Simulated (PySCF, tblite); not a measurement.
# C₄H₇F₂OSi radical: geometry, infrared bands and EPR parameters

Wanted: the infrared bands and EPR parameters of C₄H₇F₂OSi radical (`F[CH][C@@H]1CO[SiH2][C@H]1F`), by calculation.

Computed with tblite 0.8.0 and PySCF 2.14.0, with density-fitted response routines of our own, on a single molecule in the gas phase. Atoms count from 0, in the outputs and in this text.

### 1 The molecule as given

15 atoms, charge 0, multiplicity 2; geometry from: force field or distance geometry start.

Bonds of the start (Å): F0–C1 1.35, C1–C2 1.48, C2–C3 1.54, C3–O4 1.45, O4–Si5 1.69, Si5–C6 1.88, C6–F7 1.36, C6–C2 1.55, C1–H8 1.08, C2–H9 1.10, C3–H10 1.09, C3–H11 1.11, Si5–H12 1.49, Si5–H13 1.48, C6–H14 1.09.

### 2 Optimising the geometry with GFN2-xTB

What the job is given:

```
{"job": {"kind": "relax", "xc": "GFN2-xTB", "basis": "xTB"}, "charge": 0, "multiplicity": 2}
F      2.777200     0.060400    -0.537200
C      1.906600     0.736200     0.247900
C      0.535400     0.250100     0.512100
C      0.369800    -1.270700     0.339200
O     -1.034000    -1.621500     0.282600
Si    -1.908800    -0.336600    -0.391600
C     -0.487500     0.898900    -0.461000
F     -0.856500     2.121600     0.009900
H      2.268000     1.734000     0.446200
H      0.253700     0.529400     1.542600
H      0.857300    -1.651900    -0.563900
H      0.804500    -1.809500     1.204200
H     -2.990900     0.057900     0.558700
H     -2.400800    -0.704400    -1.739900
H     -0.098600     1.013900    -1.471500
```

Started as:

```console
OMP_NUM_THREADS=1 python probes_run.py task.json out
```

The driver reads the jobs from task.json and runs them one after another.

**Question.** This job is followed by: GFN2-xTB harmonic vibrations, gas phase; UKS B3LYP, pcH-1 on C F H O Si, non-relativistic, mean-field spin-orbit, GIAO. What will the session give for the following? strongest single infrared mode (GFN2-xTB); zero-point energy (GFN2-xTB); g(iso) (B3LYP); ⟨S²⟩; largest a(iso); potential on the surface of density 0.002 e/bohr³, 1st and 99th percentile.

The runs gave:

```
                                                                  quantity                  value
                                 strongest single infrared mode (GFN2-xTB)  2329 cm⁻¹, 343 km/mol
                                              zero-point energy (GFN2-xTB)          63.7 kcal/mol
                                                            g(iso) (B3LYP)                2.00380
                                                                      ⟨S²⟩     0.754 (exact 0.75)
                                                            largest a(iso)   13C on C1, 164.1 MHz
potential on the surface of density 0.002 e/bohr³, 1st and 99th percentile     -1.14 V and 1.52 V
```

**Reading.** The optimisation took 54 steps and gained 0.235 eV; among the close pairs (by a distance rule), O4–Si5 changed most, from 1.694 to 1.630 Å. All 39 modes are real, so the xTB geometry is a minimum. The strongest single mode, at 2329 cm⁻¹, moves mainly H13. GFN2-xTB is a fitted tight-binding method: band positions and strengths are rough. Its intensities can rank the bands wrongly. C1 carries the largest spin population, 0.93 e. The isotropic g lies 1.5 ppt above the free-electron value. These values are for one conformer; the search (at its own cheap level) found 2 more, at 0.01, 1.20 kcal/mol (those within 0.05 may be mirror or relabelled copies), and measured spectra average over such forms.
